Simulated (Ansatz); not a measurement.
# ZnH3O+ (SMILES [OH2+][ZnH]): one structure at several levels

The task here is to estimate one member of a computed series from the others.

Computed with Ansatz 0.2.0, Gaussian basis. Level: single points in def2-TZVPP.

Correlated methods freeze the cores. The 3s and 3p shells of Cu and Zn are frozen; filled d shells are correlated.

### Starting geometry

SMILES `[OH2+][ZnH]`, 5 atoms, charge 1, spin multiplicity 1.

Atoms are counted from 1 here; the program's logs count them from 0.

Bond lengths: O1–Zn2 1.936 Å, O1–H3 0.958 Å, O1–H4 1.021 Å, Zn2–H5 1.517 Å. Angles: Zn2–O1–H3 126.3°, Zn2–O1–H4 126.6°, H3–O1–H4 107.0°, O1–Zn2–H5 176.4°.

Coordinates:

```xyz
5
H3OZn
O    -0.3690   -0.7306    0.1717
Zn    0.5287    0.9550   -0.1470
H    -1.2364   -0.8456    0.5608
H    -0.0447   -1.6560   -0.1130
H     1.2977    2.2501   -0.3312
```

The first run:

Contents of run/in.yaml:

```yaml
crystal:
  periodic: [false, false, false]
  atoms:
    - {symbol: O, position_ang: [-0.369000, -0.730600, 0.171700]}
    - {symbol: Zn, position_ang: [0.528700, 0.955000, -0.147000]}
    - {symbol: H, position_ang: [-1.236400, -0.845600, 0.560800]}
    - {symbol: H, position_ang: [-0.044700, -1.656000, -0.113000]}
    - {symbol: H, position_ang: [1.297700, 2.250100, -0.331200]}
basis:
  gaussian: {orbitals: def2-TZVPP}
total_charge: 1
correlation: {method: ccsd_t, frozen_orbitals: {H: 0, O: 1, Zn: 9}}
output: {forces: true}
```

The command line of these runs was not kept.

Among the steps run: CCSD(T)/def2-TZVPP; PBE0-D4/def2-TZVPP; wB97M-V/def2-TZVPP; r2SCAN-D4/def2-TZVPP; PBE-D4/def2-TZVPP; HSE06-D4/def2-TZVPP; B97M-V/def2-TZVPP.

One table of the session follows, with a row left open; its other results are not shown here.

```
   method  RMS force component (eV/Å)  angle to CCSD(T) forces (°)
  CCSD(T)                       0.890                    reference
  PBE0-D4                       0.897                          3.2
  wB97M-V                       0.891                          2.6
r2SCAN-D4                       0.859                          4.5
   PBE-D4                           ?                            ?
 HSE06-D4                       0.897                          3.2
   B97M-V                       0.903                          5.3
```

Estimate the missing values for PBE-D4.

As computed: RMS force component (eV/Å): 0.807; angle to CCSD(T) forces (°): 13.0. In the column «RMS force component (eV/Å)» it is the lowest.
